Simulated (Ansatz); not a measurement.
# singlet [GaNH3]+: levels of theory compared

Wanted: a comparison of 6 runs (HF/STO-3G, B3LYP/6-31G*, PBE/def2-TZVP, r2SCAN/def2-TZVP, r2SCAN0/def2-TZVP, CCSD/def2-TZVP) of singlet [GaNH3]+. 

The calculation is run with Ansatz 0.2.0.

55 further runs of the same task are left out: 55 set aside as unsound or not needed.

## Step 1: The system as given

[GaNH3]+ has 5 atoms, charge +1, and is taken as a singlet. SMILES of the parent species: `[NH2][GaH]`. The coordinates come from a PBE0-D4/def2-TZVP relaxation. This is one conformer, not always the lowest. That shape belongs to the parent species and isn't relaxed for this state.

Bond lengths: N1–Ga2 1.825 Å, N1–H3 1.008 Å, N1–H4 1.006 Å, Ga2–H5 1.594 Å. Angles: N1–Ga2–H5 116.9°, Ga2–N1–H3 123.8°, Ga2–N1–H4 124.3°, H3–N1–H4 111.9°.

## Step 2: A single-point energy at HF/STO-3G (run 1)

Contents of molecule.yaml:

```yaml
crystal:
  periodic: [false, false, false]
  atoms:
    - {symbol: "N", position_ang: [-0.211900, -0.684000, 0.064700]}
    - {symbol: Ga, position_ang: [0.815500, 0.782900, 0.417000]}
    - {symbol: H, position_ang: [-0.946800, -0.701300, -0.625100]}
    - {symbol: H, position_ang: [-0.115200, -1.569300, 0.532000]}
    - {symbol: H, position_ang: [0.508200, 2.097900, -0.430100]}
basis:
  gaussian:
    orbitals: STO-3G
total_charge: 1
hamiltonian:
  xc: hf
accuracy: high
output: {orbitals: {seedname: orbitals}}
```

Launch:

```bash
$ ansatz run molecule.yaml --threads 1 --pin off --max-ram 3480MiB --events-out events.jsonl --progress --plain --runs-dir runs
```

The log of the run:

```text
Warning: RAYON_NUM_THREADS=1 ignored (pool sized by the plan → 1); use --threads N
Functional definition: HF
  name "HF"
  exchange = exact_x
  correlation = 0
374 factors; integrals over basis functions are off by at most 5.3e-9 eV
mean field evaluation 1: about -53224.1243 eV, gradient 3.4e1 eV
mean field evaluation 2: about -53224.1636 eV, gradient 3.4e1 eV
mean field evaluation 4: about -53228.8331 eV, gradient 3.3e0 eV
mean field evaluation 8: about -53228.9699 eV, gradient 2.3e-1 eV
mean field evaluation 16: about -53228.9716 eV, gradient 1.1e-7 eV
mean field evaluation 32: about -53228.9199 eV, gradient 2.3e-1 eV
mean field -53228.97160458 eV, -1956.1286265757 hartree, gradient 1.5e-8 eV, S^2 0.000000; 0 other end points of the search recorded, 0 dependent functions left out
reference -53228.97160458 eV, -1956.1286265757 hartree; 20, 20 occupied and 6, 6 virtual orbitals, 374 factors
Total energy: -53228.97160458 eV, -1956.1286265757 hartree
```

Run time: 0.21 s. Hardware: 1 thread of Arm Neoverse V1, shared host.

## Step 3: A single-point energy at B3LYP/6-31G(d) (spherical functions) (run 2)

Contents of job.yaml:

```yaml
crystal:
  periodic: [false, false, false]
  atoms:
    - {symbol: "N", position_ang: [-0.211900, -0.684000, 0.064700]}
    - {symbol: Ga, position_ang: [0.815500, 0.782900, 0.417000]}
    - {symbol: H, position_ang: [-0.946800, -0.701300, -0.625100]}
    - {symbol: H, position_ang: [-0.115200, -1.569300, 0.532000]}
    - {symbol: H, position_ang: [0.508200, 2.097900, -0.430100]}
basis:
  gaussian:
    orbitals: 6-31G_st_-spherical.json
total_charge: 1
hamiltonian:
  xc: {name: B3LYP}
accuracy: high
output: {orbitals: {seedname: orbitals}}
```

The basis set 6-31G* is read from a file made from the Basis Set Exchange's data (not shown).

Launch:

```bash
$ ansatz run job.yaml --threads 1 --pin off --max-ram 3480MiB --events-out events.jsonl --progress --plain --runs-dir runs
```

The log of the run:

```text
Warning: RAYON_NUM_THREADS=1 ignored (pool sized by the plan → 1); use --threads N
Functional definition: B3LYP
  name "B3LYP"
  parameter a0 = 0.2
  parameter ax = 0.72
  parameter ac = 0.81
  exchange = (1 - a0 - ax)*slater_x + ax*b88_x + a0*exact_x
  correlation = (1 - ac)*vwn_rpa_c + ac*lyp_c
1064 factors; integrals over basis functions are off by at most 3.7e-9 eV
mean field evaluation 1: about -53881.2481 eV, gradient 9.7e1 eV
mean field evaluation 2: about -53786.2796 eV, gradient 1.6e2 eV
mean field evaluation 4: about -53901.4765 eV, gradient 6.4e0 eV
mean field evaluation 8: about -53901.6514 eV, gradient 7.6e-1 eV
mean field evaluation 16: about -53901.6526 eV, gradient 3.3e-5 eV
mean field -53901.65263339 eV, -1980.8491984248 hartree, gradient 6.3e-8 eV, S^2 0.000000; 0 other end points of the search recorded, 0 dependent functions left out
reference -53901.65266811 eV, -1980.8491997006 hartree; 20, 20 occupied and 32, 32 virtual orbitals, 1064 factors
Total energy: -53901.65266811 eV, -1980.8491997006 hartree
```

Run time: 3.3 s. Hardware: 1 thread of Arm Neoverse V1, shared host; peak memory 0.14 GiB.

Runs 3 to 4 aren't shown in full; the table further down has their settings and results.

## Step 4: A single-point energy at r2SCAN0/def2-TZVP (run 5)

Edit job.yaml of step 3 so:

```diff
@@ -3,3 +3,3 @@
   atoms:
-    - {symbol: "N", position_ang: [-0.211900, -0.684000, 0.064700]}
+    - {symbol: N, position_ang: [-0.211900, -0.684000, 0.064700]}
     - {symbol: Ga, position_ang: [0.815500, 0.782900, 0.417000]}
@@ -10,6 +10,6 @@
   gaussian:
-    orbitals: 6-31G_st_-spherical.json
+    orbitals: def2-TZVP
 total_charge: 1
 hamiltonian:
-  xc: {name: B3LYP}
+  xc: {name: r2SCAN0}
 accuracy: high
```

Launch:

```bash
$ ansatz run job.yaml --threads 1 --pin off --max-ram 3480MiB --events-out events.jsonl --progress --plain --runs-dir runs
```

The log of the run:

```text
Warning: RAYON_NUM_THREADS=1 ignored (pool sized by the plan → 1); use --threads N
Functional definition: r2SCAN0
  name "r2SCAN0"
  parameter a = 0.25
  parameter k0 = 0.174
  parameter k1 = 0.065
  parameter a1 = 4.9479
  exchange = (1 - a)*r2scan_x(k0 = k0, k1 = k1, a1 = a1) + a*exact_x
  correlation = r2scan_c
1601 factors; integrals over basis functions are off by at most 4.6e-9 eV
mean field evaluation 1: about -53888.1193 eV, gradient 9.8e1 eV
mean field evaluation 2: about -53808.3144 eV, gradient 1.5e2 eV
mean field evaluation 4: about -53906.3767 eV, gradient 9.8e0 eV
mean field evaluation 8: about -53906.5406 eV, gradient 5.5e-1 eV
mean field evaluation 16: about -53906.5415 eV, gradient 2.6e-4 eV
mean field -53906.54147184 eV, -1981.0288599240 hartree, gradient 5.6e-8 eV, S^2 0.000000; 0 other end points of the search recorded, 0 dependent functions left out
reference -53906.54147246 eV, -1981.0288599466 hartree; 20, 20 occupied and 77, 77 virtual orbitals, 1601 factors
Total energy: -53906.54147246 eV, -1981.0288599466 hartree
```

Run time: 11 s. Hardware: 1 thread of Arm Neoverse V1, shared host; peak memory 0.29 GiB.

## Step 5: A single-point energy at CCSD/def2-TZVP (run 6)

Edit job.yaml of step 4 so:

```diff
@@ -12,5 +12,7 @@
 total_charge: 1
-hamiltonian:
-  xc: {name: r2SCAN0}
+correlation:
+  method: ccsd
+  frozen_orbitals: {Ga: 9, H: 0, "N": 1}
 accuracy: high
-output: {orbitals: {seedname: orbitals}}
+scf:
+  omitted_lower_state_checks: [cluster_reference, increment]
```

Launch:

```bash
$ ansatz run job.yaml --threads 1 --pin off --max-ram 3480MiB --events-out events.jsonl --progress --plain --runs-dir runs
```

The log of the run, cut to the lines that bear on the results:

```text
Warning: RAYON_NUM_THREADS=1 ignored (pool sized by the plan → 1); use --threads N
Functional definition: HF
  name "HF"
[...]
1601 factors; integrals over basis functions are off by at most 4.6e-9 eV
[...]
mean field -53855.95499553 eV, -1979.1698412085 hartree, gradient 5.1e-8 eV, S^2 0.000000; 1 other end points of the search recorded, 0 dependent functions left out
10 core orbitals not correlated: weight in the atoms' cores, before any rotation towards them, 1.000 or more for the frozen orbitals, at most 0.000 for the correlated occupied ones
reference -53855.95499553 eV, -1979.1698412085 hartree; 10, 10 occupied and 77, 77 virtual orbitals, 1601 factors
second order -11.23307879 eV of doubles, -0.00000000 eV of singles
cycle   1  -10.99692894 eV  change    2.4e-1 eV  update   9.8e-2
[...]
cycle  25  -11.48575921 eV  change  -7.7e-10 eV  update   1.6e-9
Total energy: -53867.44075475 eV, -1979.5919350743 hartree
Checks for a lower state left out: cluster_reference, increment
```

It took 17 s on 1 thread of Arm Neoverse V1, shared host; peak memory 0.55 GiB.

## Step 6: Overview of the runs

| run | level | frozen core orbitals | energy (Eh) | HOMO energy (eV) | LUMO energy (eV) | HOMO–LUMO gap (eV) | wall time |
| --- | --- | --- | --- | --- | --- | --- | --- |
| 1 | HF/STO-3G | – | -1956.128627 | -15.45 | -4.90 | 10.55 | 0.21 s |
| 2 | B3LYP/6-31G* (spherical functions) | – | -1980.849200 | -13.20 | -10.70 | 2.50 | 3.3 s |
| 3 | PBE/def2-TZVP | – | -1980.752432 | -12.22 | -11.13 | 1.09 | 5.4 s |
| 4 | r2SCAN/def2-TZVP | – | -1981.065003 | -12.44 | -10.92 | 1.52 | 7.8 s |
| 5 | r2SCAN0/def2-TZVP | – | -1981.028860 | -13.63 | -10.09 | 3.55 | 11 s |
| 6 | CCSD/def2-TZVP | 10 | -1979.591935 | – | – | – | 17 s |

## Step 7: Results

```
                                           quantity           value
                                run 6: total energy  -1979.59194 Eh
run 6: correlation energy (10 core orbitals frozen)      -422.1 mEh
                               run 6: T1 diagnostic           0.018
```

In words: Over runs 1, 2, 3, 4, 5 the HOMO–LUMO gap runs from 1.09 eV (PBE/def2-TZVP) to 10.55 eV (HF/STO-3G). The two ends differ in method and basis. Totals of different functionals can't be ranked against each other. In run 1 the basis is minimal, so the values are rough. All runs together took 44 s, the longest 17 s.
